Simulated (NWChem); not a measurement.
# SiPH5O2 (SMILES O[SiH](O)P) at 4 levels

We compute a comparison of 4 runs (HF/STO-3G, HF/3-21G, B3LYP/6-31G*) of SiPH5O2. 

Program for the calculation: NWChem 7.3.0.

## Step 1: Starting point

The species is SiPH5O2 (9 atoms), meant as a singlet with charge 0. SMILES: `O[SiH](O)P`. The coordinates come from a GFN2-xTB relaxation. This is one conformer, not always the lowest.

Bond lengths: O1–Si2 1.618 Å, Si2–O3 1.632 Å, Si2–P4 2.237 Å, O1–H5 0.953 Å, Si2–H6 1.464 Å, O3–H7 0.952 Å, P4–H8 1.380 Å, P4–H9 1.386 Å. Some angles: O1–Si2–O3 106.1°, O1–Si2–P4 105.4°, O3–Si2–P4 110.7°, O1–Si2–H6 109.6°, O3–Si2–H6 108.5°, P4–Si2–H6 116.1°, Si2–O1–H5 119.4°, Si2–O3–H7 121.3°, Si2–P4–H8 94.9°, Si2–P4–H9 95.3°.

## Step 2: Energy and gradient at HF/STO-3G (run 1)

run.py

```python
from ase import Atoms
from ase.calculators.nwchem import NWChem

system = Atoms('OSiOPHHHHH', positions=[
    [-0.598440, 0.732470, -1.513690],
    [0.207740, 0.343260, -0.166420],
    [1.601890, -0.349340, -0.656660],
    [-1.084670, -1.145630, 0.891320],
    [-0.114980, 0.885170, -2.321200],
    [0.531970, 1.560420, 0.580470],
    [2.142750, -0.850900, -0.055190],
    [-2.132590, -0.271040, 1.092610],
    [-0.553670, -0.904410, 2.148760],
])

calc = NWChem(
    label='h5o2psi',
    theory='scf',
    memory='2200 mb',
    basis='STO-3G',
    basispar='spherical bse',
    scf={'nopen': '0', 'rhf': None, 'thresh': '1e-08', 'maxiter': '80', 'print': 'low'},
)
system.calc = calc

forces = system.get_forces()
print(f"energy = {system.get_potential_energy():.6f} eV")
print("forces (eV/A):")
for s, f in zip(system.symbols, forces):
    print(f"{s:2s} {f[0]:10.5f} {f[1]:10.5f} {f[2]:10.5f}")
```

Run with:

```console
$ export ASE_NWCHEM_COMMAND="nwchem PREFIX.nwi > PREFIX.nwo"
$ python run.py
```

The program printed:

```text
energy = -21037.966674 eV
forces (eV/A):
O    -2.37236    0.24374   -0.16219
Si    0.17751   -0.04227    2.23532
O     0.38448    0.54297   -2.29476
P     0.36602    0.68638    0.13385
H     1.34428    0.17494   -0.96550
H    -0.32447   -0.77935   -0.26369
H     0.47992   -0.72618    1.53654
H    -0.02864   -0.02628   -0.05461
H    -0.02674   -0.07394   -0.16501
```

The calculator wrote h5o2psi.nwi:

```
title "h5o2psi"

permanent_dir h5o2psi

scratch_dir h5o2psi

start h5o2psi

geometry units angstrom nocenter noautosym noautoz
  O  -5.9843999999999997e-01 7.3246999999999995e-01 -1.5136900000000000e+00
  Si 2.0774000000000001e-01 3.4326000000000001e-01 -1.6642000000000001e-01
  O  1.6018900000000000e+00 -3.4933999999999998e-01 -6.5666000000000002e-01
  P  -1.0846700000000000e+00 -1.1456299999999999e+00 8.9132000000000000e-01
  H  -1.1498000000000000e-01 8.8517000000000001e-01 -2.3212000000000002e+00
  H  5.3197000000000005e-01 1.5604199999999999e+00 5.8047000000000004e-01
  H  2.1427499999999999e+00 -8.5089999999999999e-01 -5.5190000000000003e-02
  H  -2.1325900000000000e+00 -2.7104000000000000e-01 1.0926100000000001e+00
  H  -5.5367000000000000e-01 -9.0441000000000005e-01 2.1487599999999998e+00
end

memory 2200 mb

basis spherical bse noprint
   * library STO-3G
end

scf
  nopen 0
  rhf
  thresh 1e-08
  maxiter 80
  print low
end

task scf gradient
```

h5o2psi.nwo:

```text
Northwest Computational Chemistry Package (NWChem) 7.3.0
             --------------------------------------------------------

           Job information
           ---------------

    nwchem branch   = 7.3.0
    use scalapack   = T
    input           = h5o2psi.nwi
    prefix          = h5o2psi.
    data base       = h5o2psi/h5o2psi.db
    status          = startup
    nproc           =        1

           Memory information
           ------------------

    heap     =     72089596 doubles =      550.0 Mbytes
    stack    =     72089601 doubles =      550.0 Mbytes
    global   =    144179200 doubles =     1100.0 Mbytes (distinct from heap & stack)
    total    =    288358397 doubles =     2200.0 Mbytes
    verify   = yes
    hardfail = no

           Directory information
           ---------------------

  0 permanent = h5o2psi
  0 scratch   = h5o2psi

                                NWChem Input Module
                                -------------------

                                      h5o2psi
                                      -------

[... 26 lines left out ...]
            Nuclear Dipole moment (a.u.)
[... 52 lines left out ...]
                                      h5o2psi

  ao basis        = "ao basis"
  functions       =    33
  atoms           =     9
  closed shells   =    25
  open shells     =     0
  charge          =   0.00
  wavefunction    = RHF
  input vectors   = atomic
  output vectors  = h5o2psi/h5o2psi.movecs
  use symmetry    = F
  symmetry adapt  = F

 Forming initial guess at       0.0s

 Starting SCF solution at       0.1s

       Final RHF  results
       ------------------

         Total SCF energy =   -773.131021531025
      One-electron energy =  -1540.723331659597
      Two-electron energy =    534.915138167636
 Nuclear repulsion energy =    232.677171960936

        Time for solution =      1.0s

                              NWChem Gradients Module
                              -----------------------

                         RHF ENERGY GRADIENTS

    atom               coordinates                        gradient
                 x          y          z           x          y          z
   1 O      -1.130888   1.384168  -2.860459    0.046135  -0.004740   0.003154
   2 Si      0.392572   0.648667  -0.314488   -0.003452   0.000822  -0.043470
   3 O       3.027133  -0.660157  -1.240907   -0.007477  -0.010559   0.044626
[... 5 lines of this table left out ...]
   9 H      -1.046285  -1.709087   4.060568    0.000520   0.001438   0.003209

 Task  times  cpu:        1.4s     wall:        1.4s
 Total times  cpu:        1.4s     wall:        1.4s
```

Wall time 2.2 s (1 thread of AMD EPYC 9R45 (Zen 5), shared host); peak memory 0.1 GiB.

## Step 3: Energy and forces at HF/3-21G (run 2)

sp.nw

```
start sp
memory 2200 mb

geometry units angstroms noautosym nocenter noautoz
  O     -0.598440     0.732470    -1.513690
  Si     0.207740     0.343260    -0.166420
  O      1.601890    -0.349340    -0.656660
  P     -1.084670    -1.145630     0.891320
  H     -0.114980     0.885170    -2.321200
  H      0.531970     1.560420     0.580470
  H      2.142750    -0.850900    -0.055190
  H     -2.132590    -0.271040     1.092610
  H     -0.553670    -0.904410     2.148760
end

basis spherical bse
  O library 3-21G
  Si library 3-21G
  P library 3-21G
  H library 3-21G
end

scf
  thresh 1e-08
  maxiter 80
  print medium
end

task scf gradient
```

Run with:

```console
$ nwchem sp.nw > sp.out
```

The program printed:

```text
[...]
  functions       =    54
[...]
  wavefunction    = RHF
[...]
         Total SCF energy =   -778.256715895895
      One-electron energy =  -1541.418625611718
      Two-electron energy =    530.484737754887
 Nuclear repulsion energy =    232.677171960937
        Time for solution =      1.4s
[...]
                         RHF ENERGY GRADIENTS
    atom               coordinates                        gradient
                 x          y          z           x          y          z
   1 O      -1.130888   1.384168  -2.860459    0.017027  -0.007959   0.025540
   2 Si      0.392572   0.648667  -0.314488    0.000487  -0.014035  -0.018210
   3 O       3.027133  -0.660157  -1.240907   -0.020730   0.009516   0.003734
   4 P      -2.049729  -2.164927   1.684351    0.001836   0.014502   0.000960
   5 H      -0.217281   1.672729  -4.386432    0.001877  -0.003056   0.014230
   6 H       1.005278   2.948766   1.096929    0.001080  -0.003261  -0.008672
   7 H       4.049210  -1.607968  -0.104294   -0.013319   0.008665   0.000780
   8 H      -4.030011  -0.512191   2.064734    0.017506  -0.007575  -0.001062
   9 H      -1.046285  -1.709087   4.060568   -0.005765   0.003202  -0.017299
[...]
```

Wall time 2.3 s (1 thread of AMD EPYC 9R45 (Zen 5), shared host); peak memory 0.1 GiB.

Run 3 isn't shown in full; the table further down has it.

## Step 4: Energy and forces at B3LYP/6-31G(d) (Cartesian functions) (run 4)

run.py

```python
from ase import Atoms
from ase.calculators.nwchem import NWChem

atoms = Atoms(['O', 'Si', 'O', 'P', 'H', 'H', 'H', 'H', 'H'], positions=[
    [-0.598440, 0.732470, -1.513690],
    [0.207740, 0.343260, -0.166420],
    [1.601890, -0.349340, -0.656660],
    [-1.084670, -1.145630, 0.891320],
    [-0.114980, 0.885170, -2.321200],
    [0.531970, 1.560420, 0.580470],
    [2.142750, -0.850900, -0.055190],
    [-2.132590, -0.271040, 1.092610],
    [-0.553670, -0.904410, 2.148760],
])

calc = NWChem(
    label='geom',
    theory='dft',
    memory='2200 mb',
    basis='6-31G*',
    dft={'xc': 'b3lyp', 'mult': '1', 'grid': 'xfine', 'convergence': 'energy 1e-08', 'iterations': '100', 'mulliken': None},
)
atoms.calc = calc

forces = atoms.get_forces()
print("Total energy (eV):", round(atoms.get_potential_energy(), 6))
print("forces (eV/A):")
for s, f in zip(atoms.symbols, forces):
    print(f"{s:2s} {f[0]:10.5f} {f[1]:10.5f} {f[2]:10.5f}")
print("dipole (e A):", atoms.get_dipole_moment().round(4))
```

Run with:

```console
$ export ASE_NWCHEM_COMMAND="nwchem PREFIX.nwi > PREFIX.nwo"
$ python run.py
```

The program printed:

```text
Total energy (eV): -21343.792563
forces (eV/A):
O    -1.13139    0.22425   -0.49242
Si    0.00000   -0.02813    0.52142
O     0.56071   -0.11771   -0.69970
P     0.19191   -0.89567   -0.65908
H     0.38819    0.09960   -0.53073
H     0.01517    0.36669    0.43256
H     0.42074   -0.36870    0.44460
H    -0.83957    0.63475    0.10552
H     0.39425    0.08495    0.87783
dipole (e A): [0.3501 0.0967 0.1411]
```

The calculator wrote geom.nwi:

```
title "geom"

permanent_dir geom

scratch_dir geom

start geom

geometry units angstrom nocenter noautosym noautoz
  O  -5.9843999999999997e-01 7.3246999999999995e-01 -1.5136900000000000e+00
  Si 2.0774000000000001e-01 3.4326000000000001e-01 -1.6642000000000001e-01
  O  1.6018900000000000e+00 -3.4933999999999998e-01 -6.5666000000000002e-01
  P  -1.0846700000000000e+00 -1.1456299999999999e+00 8.9132000000000000e-01
  H  -1.1498000000000000e-01 8.8517000000000001e-01 -2.3212000000000002e+00
  H  5.3197000000000005e-01 1.5604199999999999e+00 5.8047000000000004e-01
  H  2.1427499999999999e+00 -8.5089999999999999e-01 -5.5190000000000003e-02
  H  -2.1325900000000000e+00 -2.7104000000000000e-01 1.0926100000000001e+00
  H  -5.5367000000000000e-01 -9.0441000000000005e-01 2.1487599999999998e+00
end

memory 2200 mb

basis noprint
   * library 6-31G*
end

dft
  xc b3lyp
  mult 1
  grid xfine
  convergence energy 1e-08
  iterations 100
  mulliken
end

task dft gradient
```

geom.nwo, cut to the lines that bear on the results:

```text
[...]
         Total DFT energy =     -784.369915747055
[...]
  wavefunction    = closed shell
                         DFT ENERGY GRADIENTS
    atom               coordinates                        gradient
                 x          y          z           x          y          z
   1 O      -1.130888   1.384168  -2.860459    0.022002  -0.004361   0.009576
   2 Si      0.392572   0.648667  -0.314488   -0.000000   0.000547  -0.010140
   3 O       3.027133  -0.660157  -1.240907   -0.010904   0.002289   0.013607
[... 5 lines of this table left out ...]
   9 H      -1.046285  -1.709087   4.060568   -0.007667  -0.001652  -0.017071
[...]
```

It took 22 s on 1 thread of AMD EPYC 9R45 (Zen 5), shared host; peak memory 0.15 GiB.

## Step 5: Overview of the runs

```tsv
run	level	iteration cap	module	energy (Eh)	largest force (eV/Å)	wall time
1	HF/STO-3G	80	scf	-773.131022	2.390	2.2 s
2	HF/3-21G	80	scf	-778.256716	1.631	2.3 s
3	B3LYP/6-31G* (spherical functions)	100	dft	-784.362932	1.274	21 s
4	B3LYP/6-31G* (Cartesian functions)	100	dft	-784.369916	1.254	22 s
```

## Step 6: Outcome

| quantity | value |
| --- | --- |
| run 4: total energy | -784.36992 Eh |
| run 4: dipole moment | 1.87 D |
| run 4: HOMO energy | -6.94 eV |
| run 4: LUMO energy | 0.41 eV |
| run 4: HOMO–LUMO gap | 7.34 eV |
| run 4: largest force on an atom | 1.254 eV/Å |

In words: In run 1 the basis is minimal, so the values are rough. All runs together took 48 s, the longest 22 s.
